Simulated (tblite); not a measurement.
# C5H14GaN: the cost of one run

Programs: tblite 0.8.0 and PySCF 2.14.0, with density-fitted response routines of our own. Each step states its level of theory. These are calculated values for one molecule, in the gas phase or a continuum, unless marked as measured. Atoms are numbered from 0 throughout.

## Step 1: Starting geometry

21 atoms, charge 0, multiplicity 1; geometry from: force field or distance geometry start.

Bonds of the start (Å): C0–N1 1.45, N1–C2 1.44, N1–Ga3 1.90, N1–C4 1.43, C4–C5 1.50, C5–C6 1.51, C6–C4 1.49, C0–H7 1.12, C0–H8 1.11, C0–H9 1.13, C2–H10 1.13, C2–H11 1.13, C2–H12 1.10, Ga3–H13 1.62, Ga3–H14 1.60, Ga3–H15 1.60, C4–H16 1.12, C5–H17 1.12, C5–H18 1.11, C6–H19 1.11, C6–H20 1.10.

## Step 2: Relaxing the molecule with GFN2-xTB

What the job is given:

```
{"job": {"kind": "relax", "xc": "GFN2-xTB", "basis": "xTB"}, "charge": 0, "multiplicity": 1}
C     -0.293000     1.035700     1.284600
N     -0.400800     0.389300    -0.005900
C     -1.188400     1.273600    -0.828900
Ga    -1.436200    -1.185600     0.231300
C      0.854900     0.168500    -0.644200
C      2.112100    -0.020400     0.146900
C      1.540900    -1.149000    -0.684600
H      0.294600     1.987900     1.258100
H      0.175000     0.315200     1.990700
H     -1.334700     1.213100     1.692500
H     -2.024700     1.736400    -0.231200
H     -1.720100     0.658000    -1.607100
H     -0.586700     2.060600    -1.299100
H     -2.629900    -0.792300     1.253000
H     -0.588600    -2.389200     0.862700
H     -2.168200    -1.593800    -1.136300
H      0.972600     0.769100    -1.587100
H      2.046500    -0.172200     1.257400
H      3.067300     0.419800    -0.218300
H      2.134400    -1.373300    -1.591000
H      1.164300    -2.025000    -0.144100
```

On the command line:

```
> OMP_NUM_THREADS=1 python probes_run.py task.json out
```

The driver reads the jobs from task.json and runs them one after another.

Q: Estimate the wall time and peak memory of this first job on 1 thread of Arm Neoverse N1, shared host.

About 1.5 s, with a peak of 0.18 GiB.
